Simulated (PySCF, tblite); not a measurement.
# C4H6BBrF2: geometry, infrared bands and NMR shifts

Wanted: the infrared bands and NMR shifts of C4H6BBrF2 (`FB(Br)[C@@H]1CC[C@H]1F`), by calculation.

Programs: tblite 0.8.0 and PySCF 2.14.0, with density-fitted response routines of our own. Each step states its level of theory. These are calculated values for one molecule in the gas phase, unless marked as measured. Atoms are numbered from 0 throughout.

### Step 1. The molecule as given

14 atoms, charge 0, multiplicity 1; geometry from: force field or distance geometry start.

Bonds of the start (Å): F0–B1 1.47, B1–Br2 1.98, B1–C3 1.56, C3–C4 1.51, C4–C5 1.53, C5–C6 1.53, C6–F7 1.38, C6–C3 1.52, C3–H8 1.13, C4–H9 1.10, C4–H10 1.10, C5–H11 1.09, C5–H12 1.12, C6–H13 1.11.

### Step 2. Relaxing the molecule with GFN2-xTB

What the job is given:

```
{"job": {"kind": "relax", "xc": "GFN2-xTB", "basis": "xTB"}, "charge": 0, "multiplicity": 1}
F      2.933900    -0.331300     1.135600
B      1.942800    -0.264300     0.050400
Br     2.676100     0.118200    -1.747400
C      0.443500    -0.192400     0.470500
C     -0.542900    -0.960700    -0.374600
C     -1.539300     0.135900    -0.006100
C     -0.315500     1.055400     0.054600
F     -0.397100     2.032700     1.021400
H      0.231200    -0.430300     1.550200
H     -0.349700    -0.930100    -1.460300
H     -0.889600    -1.924800     0.016100
H     -2.260000     0.380200    -0.792500
H     -1.953100    -0.065700     1.010000
H      0.019000     1.376800    -0.950200
```

On the command line:

```bash
$ OMP_NUM_THREADS=1 python probes_run.py task.json out
```

The driver reads the jobs from task.json and runs them one after another.

**Question.** This job is followed by: GFN2-xTB harmonic vibrations, gas phase; GIAO PBE0/pcSseg-1 NMR shielding, non-relativistic, gas phase. Predict these results of the whole session: strongest single infrared mode (GFN2-xTB); zero-point energy (GFN2-xTB); ¹³C shifts against TMS (PBE0/pcSseg-1); ¹H shifts against TMS (PBE0/pcSseg-1); ¹⁹F shifts against CFCl3 (PBE0/pcSseg-1); ¹¹B shifts against BF3·OEt2 (PBE0/pcSseg-1); ⁷⁹Br shifts against HBr (PBE0/pcSseg-1); surface potential, 1st and 99th percentile.

The runs gave:

| quantity | value |
| --- | --- |
| strongest single infrared mode (GFN2-xTB) | 1302 cm⁻¹, 195 km/mol |
| zero-point energy (GFN2-xTB) | 62.0 kcal/mol |
| ¹³C shifts against TMS (PBE0/pcSseg-1) | 91.1, 40.1, 33.2, 16.2 ppm |
| ¹H shifts against TMS (PBE0/pcSseg-1) | 5.15, 2.59, 2.56, 2.50, 1.95, 1.80 ppm |
| ¹⁹F shifts against CFCl3 (PBE0/pcSseg-1) | 7.4, -170.3 ppm |
| ¹¹B shifts against BF3·OEt2 (PBE0/pcSseg-1) | 51.5 ppm |
| ⁷⁹Br shifts against HBr (PBE0/pcSseg-1) | 272 ppm |
| surface potential, 1st and 99th percentile | -0.94 V and 1.48 V |

**Reading.** The optimisation took 58 steps and gained 0.980 eV; among the close pairs (by a distance rule), F0–B1 changed most, from 1.471 to 1.314 Å. No mode is imaginary among the 36: a minimum at this level. The strongest single mode, at 1302 cm⁻¹, is spread over several atoms, H13, B1, H8, C3 among them. GFN2-xTB is a fitted tight-binding method: band positions and strengths are rough. Its intensities can rank the bands wrongly. C6 (sp3 CH bonded to F) lies farthest downfield among carbon, at 91.1 ppm; deshielded by the electronegative neighbour. The most deshielded hydrogen is H13 (hydrogen on an sp3 CH bonded to F), at 5.15 ppm: its carbon carries F, an electronegative neighbour. At PBE0/pcSseg-1: The widest tensor belongs to Br2: span 906 ppm, with a paramagnetic part of -775 ppm. By nearest atom (PBE0/pcSseg-1), the HOMO sits on Br2 36 %; C3 17 % and the LUMO on B1 54 %; Br2 12 %. Spin-orbit coupling is left out, which matters for shieldings and couplings at and beside the heavy atoms.
